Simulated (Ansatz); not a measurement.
# CH4ClFSn: up Jacob's ladder to CCSD(T)

The task here is to estimate one member of a computed series from the others.

Computed with Ansatz 0.2.0, Gaussian basis. Level: functionals in def2-TZVPP, the program's frozen cores in correlated methods.

Levels to be run: PBE-D4, r2SCAN-D4, PBE0-D4, B3LYP-D4, ωB97X-V, ωB97M-V, B2PLYP; CCSD(T)/def2-TZVPP; MP2/def2-QZVPP; extrapolation to the limit.

**Structure used throughout**

An earlier PBE0-D4 in a triple-zeta def2 set relaxation fixed the geometry. Sn takes the def2 core potential; no spin-orbit term is included.

SMILES `F[CH2][SnH2][Cl]`, 8 atoms, charge 0, spin multiplicity 1.

Atoms are counted from 1 here; the program's logs count them from 0.

Bond lengths: F1–C2 1.381 Å, C2–Sn3 2.165 Å, C2–H5 1.093 Å, C2–H6 1.093 Å, Sn3–Cl4 2.337 Å, Sn3–H7 1.705 Å, Sn3–H8 1.700 Å. Angles: F1–C2–Sn3 110.1°, F1–C2–H5 108.9°, F1–C2–H6 108.7°, Sn3–C2–H5 109.1°, Sn3–C2–H6 110.6°, H5–C2–H6 109.3°, C2–Sn3–Cl4 105.7°, C2–Sn3–H7 112.7°, C2–Sn3–H8 112.2°, Cl4–Sn3–H7 105.5°, Cl4–Sn3–H8 106.6°, H7–Sn3–H8 113.5°.

Set-up of the first run:

Input file in.yaml:

```yaml
crystal:
  periodic: [false, false, false]
  atoms:
    - {symbol: F, position_ang: [0.380817, 2.000493, -0.444067]}
    - {symbol: C, position_ang: [0.088782, 1.046789, 0.511369]}
    - {symbol: Sn, position_ang: [0.142942, -0.930411, -0.368785]}
    - {symbol: Cl, position_ang: [-2.077117, -1.455822, -0.876658]}
    - {symbol: H, position_ang: [-0.912349, 1.235409, 0.906022]}
    - {symbol: H, position_ang: [0.818621, 1.127988, 1.321298]}
    - {symbol: H, position_ang: [0.653983, -2.126552, 0.733930]}
    - {symbol: H, position_ang: [0.996622, -0.954995, -1.838909]}
basis:
  gaussian: {orbitals: def2-TZVPP}
hamiltonian: {xc: pbe, dispersion: d4}
output: {forces: true, orbitals: {seedname: orbitals}}
```

On the command line:

```console
$ ansatz run in.yaml --threads 4 --pin off --events-out ev --progress --plain --max-ram 10444MiB
```

Among the steps run: PBE-D4 (GGA); r2SCAN-D4 (meta-GGA); PBE0-D4 (hybrid); B3LYP-D4 (hybrid); ωB97X-V (range-separated); ωB97M-V (range-separated); B2PLYP (double hybrid); CCSD(T) in def2-TZVPP; MP2 in def2-QZVPP.

One table of the session follows, with a row left open; its other results are not shown here.

| method | atomisation energy (kJ/mol) |
| --- | --- |
| PBE-D4 | 2445.5 |
| r2SCAN-D4 | ? |
| PBE0-D4 | 2400.0 |
| B3LYP-D4 | 2393.0 |
| ωB97X-V | 2429.6 |
| ωB97M-V | 2413.7 |
| B2PLYP | 2367.0 |
| HF/def2-TZVPP | 1713.6 |
| MP2/def2-TZVPP | 2372.3 |
| CCSD/def2-TZVPP | 2314.4 |
| CCSD(T)/def2-TZVPP | 2354.1 |
| MP2/CBS | 2445.4 |
| CCSD(T)/CBS | 2427.2 |

**Question.** Estimate the row for r2SCAN-D4.

As computed: atomisation energy (kJ/mol): 2413.2. In the column «atomisation energy (kJ/mol)» it lies between PBE0-D4 (2400.0) and ωB97M-V (2413.7).

To keep in mind: Free atoms (1 F, 1 C, 1 Sn, 1 Cl, 4 H) were run apart at each level; the atomisation energy is their sum less the molecule, without zero-point or spin-orbit terms.
